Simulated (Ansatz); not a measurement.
**C2H7BrSi: up Jacob's ladder to CCSD(T)**

An exercise on one series of results from a longer session: the logs are not shown, and one member is left open.

Method: functionals in def2-TZVPP, the program's frozen cores in correlated methods; program: Ansatz 0.2.0, Gaussian basis.

Plan: PBE-D4, r2SCAN-D4, PBE0-D4, B3LYP-D4, ωB97X-V, ωB97M-V, B2PLYP; CCSD(T)/def2-TZVPP; MP2/def2-QZVPP; extrapolation to the limit.

## Structure used throughout

The geometry comes from an earlier relaxation with PBE0-D4 in a triple-zeta def2 set; it is a stationary point, not always the lowest conformer.

SMILES `[SiH3]CCBr`, 11 atoms, charge 0, spin multiplicity 1.

Atoms are counted from 1 here; the program's logs count them from 0.

Bond lengths: Si1–C2 1.886 Å, Si1–H5 1.488 Å, Si1–H6 1.486 Å, Si1–H7 1.488 Å, C2–C3 1.505 Å, C2–H8 1.094 Å, C2–H9 1.094 Å, C3–Br4 1.958 Å, C3–H10 1.089 Å, C3–H11 1.089 Å. Angles: C2–Si1–H5 110.2°, C2–Si1–H6 109.7°, C2–Si1–H7 110.2°, H5–Si1–H6 109.2°, H5–Si1–H7 108.5°, H6–Si1–H7 109.2°, Si1–C2–C3 112.2°, Si1–C2–H8 108.4°, Si1–C2–H9 108.4°, C3–C2–H8 110.5°, C3–C2–H9 110.5°, H8–C2–H9 106.8°, C2–C3–Br4 112.4°, C2–C3–H10 112.5°, C2–C3–H11 112.5°, Br4–C3–H10 104.9°, Br4–C3–H11 104.9°, H10–C3–H11 109.1°.

The first run:

in.yaml reads:

```yaml
crystal:
  periodic: [false, false, false]
  atoms:
    - {symbol: Si, position_ang: [0.056338, 1.534911, 0.109228]}
    - {symbol: C, position_ang: [-0.585106, -0.236606, 0.202966]}
    - {symbol: C, position_ang: [0.438977, -1.237827, -0.260479]}
    - {symbol: Br, position_ang: [-0.221808, -3.078153, -0.163955]}
    - {symbol: H, position_ang: [0.424702, 1.874127, -1.291529]}
    - {symbol: H, position_ang: [-0.996387, 2.473052, 0.577282]}
    - {symbol: H, position_ang: [1.263439, 1.689645, 0.964702]}
    - {symbol: H, position_ang: [-0.880398, -0.441977, 1.236079]}
    - {symbol: H, position_ang: [-1.491760, -0.307651, -0.404996]}
    - {symbol: H, position_ang: [0.719824, -1.095780, -1.302720]}
    - {symbol: H, position_ang: [1.337677, -1.230741, 0.354022]}
basis:
  gaussian: {orbitals: def2-TZVPP}
hamiltonian: {xc: pbe, dispersion: d4}
output: {forces: true, orbitals: {seedname: orbitals}}
```

On the command line:

```bash
$ ansatz run in.yaml --threads 4 --pin off --events-out ev --progress --plain --max-ram 10444MiB
```

Steps of the session up to this table: PBE-D4 (GGA); r2SCAN-D4 (meta-GGA); PBE0-D4 (hybrid); B3LYP-D4 (hybrid); ωB97X-V (range-separated); ωB97M-V (range-separated); B2PLYP (double hybrid); CCSD(T) in def2-TZVPP; MP2 in def2-QZVPP.

One of the session's tables, all rows but one given; the rest of the session is left out.

```
            method  atomisation energy (kJ/mol)
            PBE-D4                       3749.2
         r2SCAN-D4                       3726.2
           PBE0-D4                       3720.3
          B3LYP-D4                       3714.9
           ωB97X-V                       3730.8
           ωB97M-V                       3721.5
            B2PLYP                       3674.7
     HF/def2-TZVPP                       2806.4
    MP2/def2-TZVPP                       3658.3
   CCSD/def2-TZVPP                       3597.2
CCSD(T)/def2-TZVPP                            ?
           MP2/CBS                       3746.1
       CCSD(T)/CBS                       3728.1
```

Estimate the missing values for CCSD(T)/def2-TZVPP.

As computed: atomisation energy (kJ/mol): 3640.3. In the column «atomisation energy (kJ/mol)» it lies between CCSD/def2-TZVPP (3597.2) and MP2/def2-TZVPP (3658.3).
